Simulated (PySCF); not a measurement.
# How the numerical set-up moves the result for H

The method stays; parts of the set-up, such as the basis or the Hamiltonian, are changed.

Program: PySCF 2.14.0. Level of theory: method and basis as typed in the scripts. These are calculated values, not measurements.

2 further runs of the same task are left out: 2 that didn't finish.

## (1) The atom

H: 1 atom, charge 0, spin multiplicity 2.

## (2) Base script

File input.py:

```python
from pyscf import gto, scf, mp

mol = gto.M(
    atom='H 0 0 0',
    basis='lanl2dz',
    charge=0,
    spin=1,
    verbose=4,
)
mf = scf.UHF(mol)
mf.kernel()
mp.MP2(mf).kernel()
mf.dip_moment()
print('orbital energies (hartree):', [e[max(0, n-3):n+3].round(4) for e, n in zip(mf.mo_energy, mol.nelec)])
```

Run with:

```
> python input.py
```

Its log is not repeated here.

In short: E(SCF) = -0.497639 Eh, E(MP2) − E(SCF) = 0.00000 Eh, ⟨S²⟩ = 0.750.

## (3) Cc-pvdz

Edit 1 changes basis set: lanl2dz → cc-pvdz.

File input.py:

```python
from pyscf import gto, scf, mp

mol = gto.M(
    atom='H 0 0 0',
    basis='cc-pvdz',
    charge=0,
    spin=1,
    verbose=4,
)
mf = scf.UHF(mol)
mf.kernel()
mp.MP2(mf).kernel()
mf.dip_moment()
print('orbital energies (hartree):', [e[max(0, n-3):n+3].round(4) for e, n in zip(mf.mo_energy, mol.nelec)])
```

Run with:

```
> python input.py
```

## (4) X2c-svpall (X2C on)

Edit 2 changes basis set: lanl2dz → x2c-svpall; spin-free X2C: off → on.

Edit input.py of step 2 so:

```diff
@@ -4,3 +4,3 @@
     atom='H 0 0 0',
-    basis='lanl2dz',
+    basis='x2c-svpall',
     charge=0,
@@ -10,2 +10,3 @@
 mf = scf.UHF(mol)
+mf = mf.sfx2c1e()
 mf.kernel()
```

## (5) Ano-rcc-vdzp (X2C on)

Edit 3 changes basis set: lanl2dz → ano-rcc-vdzp; spin-free X2C: off → on.

Edit input.py of step 2 so:

```diff
@@ -4,3 +4,3 @@
     atom='H 0 0 0',
-    basis='lanl2dz',
+    basis='ano-rcc-vdzp',
     charge=0,
@@ -10,2 +10,3 @@
 mf = scf.UHF(mol)
+mf = mf.sfx2c1e()
 mf.kernel()
```

## (6) 6-31g

Edit 4 changes basis set: lanl2dz → 6-31g.

Edit input.py of step 2 so:

```diff
@@ -4,3 +4,3 @@
     atom='H 0 0 0',
-    basis='lanl2dz',
+    basis='6-31g',
     charge=0,
```

## (7) 6-31g(3d)

Edit 5 changes basis set: lanl2dz → 6-31g(3d).

Edit input.py of step 2 so:

```diff
@@ -4,3 +4,3 @@
     atom='H 0 0 0',
-    basis='lanl2dz',
+    basis='6-31g(3d)',
     charge=0,
```

## (8) Spin-free X2C on

Edit 6 changes spin-free X2C: off → on.

Edit input.py of step 2 so:

```diff
@@ -10,2 +10,3 @@
 mf = scf.UHF(mol)
+mf = mf.sfx2c1e()
 mf.kernel()
```

Before running it: what results should come out? Wanted: for each run, E(SCF); from base; gap, α spin.

As calculated:

```tsv
run	E(SCF) (hartree)	from base (eV)	gap, α spin (eV)	functions
base	-0.497639	0	27.87	2
cc-pvdz	-0.499278	-0.0446	18.54	5
x2c-svpall (X2C on)	-0.499285	not comparable	18.53	5
ano-rcc-vdzp (X2C on)	-0.497667	not comparable	13.64	5
6-31g	-0.498233	-0.0162	26.10	2
6-31g(3d)	-0.498233	not comparable	26.10	2
spin-free X2C on	-0.497646	-0.0002	27.87	2
```

What this shows: The largest comparable shift of the SCF energy, -0.045 eV, comes with the run “cc-pvdz”. cc-pvdz (5 functions) gives an energy 0.04 eV lower than lanl2dz (2). 6-31g (2 functions) gives an energy 0.02 eV lower than lanl2dz (2). Scalar relativity lowers the total energy by 0.00 eV, nearly all of it in the inner shells; a basis contracted without relativity catches only part of it. Rows marked «poor choice» come from settings spoiled on purpose.
